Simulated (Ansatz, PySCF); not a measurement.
**Nd(OH)3 in two programs**

Nd(OH)3 (singlet in the valence; each metal's 4f electrons, 3 of them, lie in its core potential, out of spins and levels), relaxed with PySCF 2.14.0, RKS BP86, Nd lcecp-1-SVP with ECP49, O def2-SVP, H def2-SVP; non-relativistic Hamiltonian with scalar-relativistic core potentials where named; density fitting; no spin-orbit coupling:

```xyz
7

Nd    0.0000    0.0000   -0.3793
O     2.0668    0.0000    0.0596
H     2.9722    0.0000    0.4040
O    -1.0334    1.7899    0.0596
H    -1.4861    2.5740    0.4040
O    -1.0334   -1.7899    0.0596
H    -1.4861   -2.5741    0.4040
```

There the HOMO–LUMO gap is 4.08 eV. The 4f levels lie in the core potential and are missing.

The same geometry by Ansatz 0.2.0 (PBE, PAW with the 4f shell of lanthanides and the 5f shell of actinides in the valence, a periodic box with 9 Å of vacuum; gaps over both spins; site moments in spheres, but by Gaussian weights under spin-orbit coupling, so that the two can't be compared; unpaired electrons at the start: 3, along z under spin-orbit coupling; the open shells may stand above their lowest state):

```
spin-orbit coupling  U on f (eV)  gap (eV)  spin moment on Nd1 (μB)  orbital moment of its f shell (μB)  largest force component (eV/Å)
            without            0      0.81                     2.81                                   –                            0.12
            without            5      4.03                     2.80                                   –                            0.31
```

Question: What does the run with spin-orbit coupling and with U = 0 eV give?

Answer: gap (eV): 0.82, spin moment on Nd1 (μB): 2.69, orbital moment of its f shell (μB): 1.25, largest force component (eV/Å): 0.13. It took 3.3 min on 2 threads of Arm Neoverse V1, with other jobs on the host, peak memory 2.7 GiB.

Semilocal functionals tend to give orbital moments well under those of Hund's rules.

Without U the plane-wave gap ends on 4f levels, which the Gaussian run lacks; U moves filled and empty 4f levels apart, though the lowest empty ones can remain 4f.

The spin-orbit runs use fully relativistic datasets of their own, so changes of a few hundredths of an eV needn't come from the coupling.

An lcecp potential fixes the number of 4f electrons, so in runs with it no electron can move into or out of that shell.
